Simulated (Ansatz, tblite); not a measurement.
# The cluster In₂₀+: rung by rung

The task here is to estimate one member of a computed series from the others.

Method: as each input shows; program: Ansatz 0.2.0, Gaussian basis.

The runs, in order: GFN1-xTB, PBE-D4/def2-TZVP, r2SCAN-D4/def2-TZVP, B3LYP-D4/def2-TZVP, PBE-D4/def2-SVP, PBE0-D4/def2-SVP, MP2/def2-SVP.

2 further runs of the same task are left out: 2 set aside as unsound or not needed. Runs told in other sessions of the task aren't counted.

**The geometry**

The geometry is that of the doublet, from an earlier relaxation (PBE-D4/def2-SVP, loosely relaxed).

20 atoms, charge 1, spin multiplicity 2.

Bond lengths: In1–In2 3.164 Å, In1–In3 2.997 Å, In1–In6 3.200 Å, In1–In8 3.161 Å, In2–In4 3.340 Å, In2–In6 3.393 Å, In2–In7 2.962 Å, In2–In9 3.294 Å, In2–In10 2.931 Å, In3–In4 3.081 Å, In3–In5 3.127 Å, In3–In10 3.283 Å, In4–In8 3.069 Å, In4–In9 3.385 Å, In4–In13 2.949 Å, In4–In15 3.211 Å, In5–In15 3.115 Å, In6–In8 3.264 Å and more. Angles: In2–In1–In3 79.1°, In2–In1–In6 64.4°, In2–In1–In8 73.4°, In3–In1–In6 143.5°, In3–In1–In8 110.9°, In6–In1–In8 61.7°, In1–In2–In4 64.4°, In1–In2–In6 58.3°, In1–In2–In7 106.4°, In1–In2–In9 125.1°, In1–In2–In10 103.5°, In4–In2–In6 102.1°, In4–In2–In7 81.5°, In4–In2–In9 61.4°, In4–In2–In10 67.1°, In6–In2–In7 69.9°, In6–In2–In9 126.9°, In6–In2–In10 161.8° and more.

Geometry (Å):

```xyz
20
In20
In   -3.8526   -1.3551    1.1594
In   -2.3968   -0.8370   -1.6016
In   -4.6828    1.4701    0.6038
In   -1.6179    1.2826    0.8591
In   -3.7754    4.4279    0.1493
In   -2.2288   -3.8410   -0.0336
In    0.4321   -1.6276   -1.2192
In   -0.7487   -1.5288    1.7311
In    0.0751    1.2893   -2.0718
In   -3.0894    1.9409   -2.2280
In    0.8259   -4.0823    0.5531
In    2.7446   -1.7978    1.6080
In    1.2631    0.7036    1.1118
In    2.4612    2.9792   -0.7141
In   -0.8954    3.8698   -0.8997
In    3.8989   -4.9075    0.9662
In    3.4992   -2.8380   -1.3947
In    2.9315    0.0528   -1.7215
In    4.4968    0.9364    1.2227
In    0.6427    3.8119    1.9430
```

In takes a core potential in the def2 sets. No spin-orbit coupling is included. The ion is computed in the gas phase, without counter-ions or solvent.

PBE0-D4/def2-TZVP was run before; its log isn't repeated, and its numbers join the tables.

The first run:

Tight binding, by tblite at 300 K electronic temperature and without a spin-polarisation term:

```python
tblite.interface.Calculator('GFN1-xTB', numbers, positions, charge=1, uhf=1).singlepoint()
```

start.molden holds the orbitals of an earlier run on this state, given as this run's starting guess.

File in.yaml:

```yaml
crystal:
  periodic: [false, false, false]
  atoms:
    - {symbol: In, position_ang: [-3.852618, -1.355104, 1.159379]}
    - {symbol: In, position_ang: [-2.396827, -0.836963, -1.601563]}
    - {symbol: In, position_ang: [-4.682779, 1.470091, 0.603846]}
    - {symbol: In, position_ang: [-1.617934, 1.282559, 0.859098]}
    - {symbol: In, position_ang: [-3.775362, 4.427895, 0.149333]}
    - {symbol: In, position_ang: [-2.228753, -3.840982, -0.033563]}
    - {symbol: In, position_ang: [0.432078, -1.627648, -1.219167]}
    - {symbol: In, position_ang: [-0.748701, -1.528822, 1.731139]}
    - {symbol: In, position_ang: [0.075125, 1.289293, -2.071777]}
    - {symbol: In, position_ang: [-3.089376, 1.940910, -2.227983]}
    - {symbol: In, position_ang: [0.825895, -4.082346, 0.553112]}
    - {symbol: In, position_ang: [2.744586, -1.797827, 1.608030]}
    - {symbol: In, position_ang: [1.263073, 0.703607, 1.111790]}
    - {symbol: In, position_ang: [2.461200, 2.979224, -0.714111]}
    - {symbol: In, position_ang: [-0.895448, 3.869849, -0.899728]}
    - {symbol: In, position_ang: [3.898891, -4.907472, 0.966188]}
    - {symbol: In, position_ang: [3.499187, -2.837957, -1.394741]}
    - {symbol: In, position_ang: [2.931542, 0.052814, -1.721537]}
    - {symbol: In, position_ang: [4.496832, 0.936418, 1.222692]}
    - {symbol: In, position_ang: [0.642688, 3.811861, 1.942962]}
basis:
  gaussian: {orbitals: def2-TZVP, fitting: {mean_field: def2-universal-jkfit}, initial_orbitals: start.molden}
total_charge: 1
magnetization: {spin_polarized: true, initial_magnetization: 1}
hamiltonian: {xc: pbe, dispersion: d4}
scf: {omitted_lower_state_checks: [starts]}
output: {forces: true, orbitals: {seedname: orbitals}}
```

Started as:

```console
> ansatz run in.yaml --threads 5 --pin off --events-out ev --progress --plain --max-ram 66560MiB --backend cuda --devices 0, --max-vram 37GiB
```

Among the steps run: PBE-D4/def2-TZVP; r2SCAN-D4/def2-TZVP; B3LYP-D4/def2-TZVP; PBE-D4/def2-SVP; PBE0-D4/def2-SVP; MP2/def2-SVP.

One table of the session follows, with a row left open; its other results are not shown here.

It belongs to the step «Levels side by side». 

```
              level  HOMO (eV)  LUMO (eV)  gap (eV)
    PBE-D4/def2-SVP      -6.56      -6.40      0.16
   PBE-D4/def2-TZVP      -6.54      -6.38      0.16
r2SCAN-D4/def2-TZVP          ?          ?         ?
 B3LYP-D4/def2-TZVP      -6.83      -6.06      0.77
   PBE0-D4/def2-SVP      -7.04      -6.06      0.98
  PBE0-D4/def2-TZVP      -7.01      -6.02      0.99
```

**Question.** Estimate the row for r2SCAN-D4/def2-TZVP.

The run gave: HOMO (eV): -6.76; LUMO (eV): -6.42; gap (eV): 0.34. In the column «HOMO (eV)» it lies between B3LYP-D4/def2-TZVP (-6.83) and PBE-D4/def2-SVP (-6.56).
